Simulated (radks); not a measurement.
**Ni³⁺ in [Ar] 3d7: an all-electron calculation**

Wanted: eigenvalues, radial structure and energy terms of the nickel ion Ni3+.

The numbers are computed with radks (a radial shooting solver on a logarithmic mesh, Libxc functionals) version 1 (non-relativistic Kohn-Sham, BLYP, spin-polarised, spherical densities, point nucleus; open shells are filled with parallel spins first), except any that are marked as measured or tabulated.

## 1. The system

```
element       : nickel (Z = 28)
charge        : +3
electrons     : 25
configuration : [Ar] 3d7
```

Outer shells as boxes (Hund's rule):

Ni³⁺
```
[Ar] core
3d [↑↓][↑↓][↑ ][↑ ][↑ ]
```

## 2. Self-consistent calculation

The run's settings:

```text
Z 28
configuration [Ar] 3d7
relativity non-relativistic
functional b88,lyp
spin polarised
nucleus point
```

Command:

```bash
$ python run_ks.py task.json out
```

The same process makes all the runs of this session.

Q: Predict the outcome of this run.

As calculated:

| quantity | value |
| --- | --- |
| total energy | -1506.06341 hartree |
| exchange-correlation share of it | 4.12 % |
| −T/E | 0.9993 |
| highest occupied level | 3d down, -45.384 eV |
| most extended occupied level | 3d down, <r> = 0.908 bohr |
| radius at density 0.001 e/bohr³ | 2.68 bohr |
| maxima of the radial density | 3 |
| ionisation energy, NIST | 54.9 (semi-emp.) eV |

3 principal shells are occupied and 3 maxima appear in the radial density. −T/E = 0.9993, near the virial value of 1. The top level binds by 45.384 eV, 83 % of the NIST ionisation energy of 54.9 eV; the potential of a semilocal functional falls off too fast, so its top eigenvalue is too shallow. Open shells are spherical and high-spin; term and fine-structure splittings are not resolved.
